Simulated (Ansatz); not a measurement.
# C2H5B + H2: a complex and its separated parts

The complex below is one end of an elementary step. How strongly is it bound against its free parts?

Program: Ansatz 0.2.0, Gaussian basis. Level of theory: PBE0-D4/def2-TZVP structures, single points in def2-TZVPP, no counterpoise correction. These are calculated values, not measurements.

Levels: SPW92, PBE-D4, BLYP-D4, r2SCAN-D4, B97M-V, PBE0-D4, B3LYP-D4, r2SCAN0-D4, BHLYP-D4, CAM-B3LYP-D4, wB97X-V, wB97M-V, B2PLYP, PBE-QIDH, RPA on PBE, Hartree-Fock, MP2, CCSD, CCSD(T).

Cores are frozen in the correlated methods. B3LYP uses VWN-RPA correlation. B2PLYP carries no dispersion term here.

56 further runs of the same task are left out: 56 set aside as unsound or not needed.

## 1. Starting geometry

The complex: 10 atoms, charge 0, spin multiplicity 1.

Atoms are counted from 1 here; the program's logs count them from 0.

Bond lengths: B1–C3 1.381 Å, B1–C5 1.524 Å, H2–H4 0.747 Å, C3–H6 1.086 Å, C3–H7 1.085 Å, C5–H8 1.092 Å, C5–H9 1.098 Å, C5–H10 1.092 Å. Angles: C3–B1–C5 177.3°, B1–C3–H6 121.9°, B1–C3–H7 123.0°, H6–C3–H7 115.1°, B1–C5–H8 113.1°, B1–C5–H9 106.7°, B1–C5–H10 113.1°, H8–C5–H9 107.0°, H8–C5–H10 109.5°, H9–C5–H10 107.0°.

As a file:

```xyz
10

B    -0.5675    0.0343    0.1859
H     1.8005   -0.2601   -1.6963
C    -1.4318    0.3637   -0.8391
H     1.8886    0.4659   -1.5452
C     0.3307   -0.3311    1.3619
H    -2.5000    0.4707   -0.6772
H    -1.1014    0.5340   -1.8582
H     0.8381   -1.2896    1.2326
H    -0.3226   -0.4299    2.2387
H     1.0655    0.4420    1.5969
```

Its parts: C2H5B holds atoms 1, 3, 5, 6, 7, 8, 9, 10; H2 holds atoms 2, 4. Each part counts its atoms afresh in its own runs.

## 2. Relaxing C2H5B alone

The input, relax-a/in.yaml:

```yaml
crystal:
  periodic: [false, false, false]
  atoms:
    - {symbol: B, position_ang: [-0.567535, 0.034265, 0.185895]}
    - {symbol: C, position_ang: [-1.431754, 0.363669, -0.839130]}
    - {symbol: C, position_ang: [0.330675, -0.331099, 1.361860]}
    - {symbol: H, position_ang: [-2.500038, 0.470699, -0.677163]}
    - {symbol: H, position_ang: [-1.101389, 0.534010, -1.858176]}
    - {symbol: H, position_ang: [0.838075, -1.289589, 1.232592]}
    - {symbol: H, position_ang: [-0.322601, -0.429879, 2.238721]}
    - {symbol: H, position_ang: [1.065453, 0.442022, 1.596935]}
basis:
  gaussian: {orbitals: def2-TZVP}
hamiltonian: {xc: pbe0, dispersion: d4}
relax: {f_tol: 0.005, max_steps: 200}
```

Run with:

```bash
ansatz run in.yaml --threads 2 --pin off --events-out ev --progress --plain --max-ram 4352MiB
```

Further steps of the session: Relaxing H2 alone; SPW92/def2-TZVPP; PBE-D4/def2-TZVPP; BLYP-D4/def2-TZVPP; r2SCAN-D4/def2-TZVPP; B97M-V/def2-TZVPP; PBE0-D4/def2-TZVPP; B3LYP-D4/def2-TZVPP; r2SCAN0-D4/def2-TZVPP; BHLYP-D4/def2-TZVPP; CAM-B3LYP-D4/def2-TZVPP; wB97X-V/def2-TZVPP; wB97M-V/def2-TZVPP; B2PLYP/def2-TZVPP; PBE-QIDH/def2-TZVPP; RPA on PBE/def2-TZVPP; CCSD(T)/def2-TZVPP; Vibrations of C2H5B; Vibrations of H2.

Q: Predict the outcome of this session. Wanted: complex less parts, CCSD(T)/def2-TZVPP; with zero-point energy; largest T1 diagnostic.

As calculated:

| quantity | value |
| --- | --- |
| complex less parts, CCSD(T)/def2-TZVPP | -2.30 kJ/mol |
| with zero-point energy | +1.34 kJ/mol |
| largest T1 diagnostic | 0.012 |

What this shows: At CCSD(T) the complex lies 2.30 kJ/mol below its parts. Among the functionals r2SCAN-D4 lands nearest to CCSD(T) (-0.10 kJ/mol) and SPW92 farthest (-3.63 kJ/mol). By rung, the mean size of the error is: LDA 3.63, GGA 0.79, meta-GGA 0.26, hybrid 0.51, range-separated hybrid 0.49, double hybrid 1.30 kJ/mol. PBE-D4 gives a relative energy 1.34 kJ/mol too low, an error of 58 % of the reference. The complex's frequency run has imaginary modes: the structure is no minimum, so both the energy and the zero-point correction are in doubt. No counterpoise was applied, and triple zeta lacks some correlation, so the CCSD(T) reference has a basis error of its own, and close matches with it are partly luck.
